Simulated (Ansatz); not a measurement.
I need a phonon calculation by linear response of CsH, space group Pm-3m. Use the Ansatz DFT code, driven from Python. Use: LDA, PAW, cutoff 422 eV, 6×6×6 k-points, fixed occupations.

Input file `csh.extxyz`:
```text
2
Lattice="3.81840854 0.0 0.0 0.0 3.81840854 0.0 0.0 0.0 3.81840854" Properties=species:S:1:pos:R:3 pbc="T T T"
Cs    0.00000000    0.00000000    0.00000000
H     1.90920427    1.90920427    1.90920427
```

The script, `dfpt_csh.py`:
```python
"""DFPT phonons of CsH."""

from pathlib import Path

import ansatz as az
import numpy as np

system = az.Crystal.from_extxyz("csh.extxyz")

base = (
    system.calculation()
    .functional(az.Functional.LDA)
    .basis(31 * az.Ry, xc_grid=1)
    .occupations("fixed")
    .initial_density(normalization="cell")
    .scf(tolerance=1e-09)
    .kpoints(6, 6, 6)
    .phonons("dfpt", dielectric=True, lo_to_directions=[(1, 0, 0)])
)
out = base.run(runs_dir="runs")
ph = out.phonons

print("Gamma modes (1/cm):", " ".join(f"{w:.1f}" for w in ph.gamma_omega_inv_cm))
print("in meV:", " ".join(f"{w * 0.1239842:.2f}" for w in ph.gamma_omega_inv_cm))
field = out.phonons_dielectric
print("eps_inf diagonal:", np.round(np.diag(field.eps_inf), 3))
for site, z in zip(out.lattice.sites, field.zstar_e):
    print(f"Born charge {site.symbol:2s}", np.round(np.diag(z), 3) + 0.0)
rows = (Path(out.output_folder) / "results" / "optical_modes.tsv").read_text().splitlines()
for line in rows:
    if not line.startswith("#"):
        print("  ".join(f"{float(v):.3f}" for v in line.split()[:8]))
```

```console
$ python dfpt_csh.py
DeckWarning: phonons.dielectric: true without phonons.rigid_motions: the static dielectric tensor ε⁰ will be withheld (ε∞, Z* and the rows of modes are given); for a crystal or a slab, whose only rigid motions are the translations, set phonons.rigid_motions: translations
RunWarning: field response: ε∞ stands inside a basis, on 6×6×6 points; the force constants stand on the 6×6×6 k-mesh, whose period is 12.07 times the interband length at k = (-0.5000, -0.5000, -0.5000), direct gap 2.486 eV, under 14: take them and everything [...]
Gamma modes (1/cm): 0.0 0.0 0.0 280.2 280.2 280.2
in meV: 0.00 0.00 0.00 34.73 34.73 34.73
eps_inf diagonal: [3.849 3.849 3.849]
Born charge Cs [1.161 1.161 1.161]
Born charge H  [-1.161 -1.161 -1.161]
0.000  0.000  0.000  280.153  3.000  93.292  1.348  -0.000
1.000  0.000  0.000  280.153  2.000  62.195  0.000  -0.000
1.000  0.000  0.000  622.883  1.000  31.097  1.348  -0.000
```
(Warnings from the package without file and line, shortened.)

Notes:
- These settings explore the input space; cutoff and mesh may be short of convergence.
- The cell isn't relaxed first, so the values belong to this volume.
- The mesh doesn't settle the field response to the digits printed.
- The structure comes from a database of computed cells and needn't be a stable or known phase.
- The structure is taken as given; imaginary modes can come from an unrelaxed or unstable start.
- Wall time of the script: 8.8 s on 1 thread of Intel(R) Xeon(R) Platinum 8488C (Sapphire Rapids), on a shared host, peak memory 0.47 GiB.
